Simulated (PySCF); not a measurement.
# C4H7B: the cost of one run

Computed with PySCF 2.14.0, with density-fitted response routines of our own, on a single molecule in the gas phase. Atoms are numbered from 0 throughout.

## Step 1: The starting structure

12 atoms, charge 0, multiplicity 1; geometry from: GFN2-xTB. The atoms were then displaced at random by about 0.01 Å, so the start is not that level's minimum.

Bonds of the start (Å): B0–C1 1.56, C1–C2 1.36, C2–C3 1.39, C3–C4 1.35, B0–H5 1.16, B0–H6 1.16, C1–H7 1.08, C2–H8 1.11, C3–H9 1.08, C4–H10 1.08, C4–H11 1.10.

## Step 2: Relaxing the molecule at PBE0-D3(BJ)/def2-SVP

The job: settings as JSON, then the geometry in Å.

```
{"job": {"xc": "PBE0", "basis": "def2-SVP", "d3": "d3bj", "grid": 1, "shake": 0.01, "kind": "geom"}, "charge": 0, "multiplicity": 1}
B      2.543220    -0.040860    -0.365420
C      1.025010    -0.004050    -0.728780
C      0.019380    -0.004530     0.180110
C     -1.332530     0.013570    -0.131200
C     -2.329910     0.002500     0.783670
H      3.329040    -0.011850    -1.216180
H      2.861700    -0.028210     0.753680
H      0.736160     0.019420    -1.772950
H      0.286190    -0.010170     1.262360
H     -1.626100     0.021230    -1.169550
H     -3.380110     0.016340     0.540940
H     -2.092380    -0.001660     1.854290
```

On the command line:

```console
OMP_NUM_THREADS=1 python probes_run.py task.json out
```

This one command runs all jobs of the session in turn.

**Question.** How long does this first job take on 1 thread of AMD EPYC 9R45, shared host, and how much memory does it need?

About 14 s, with a peak of 0.43 GiB.
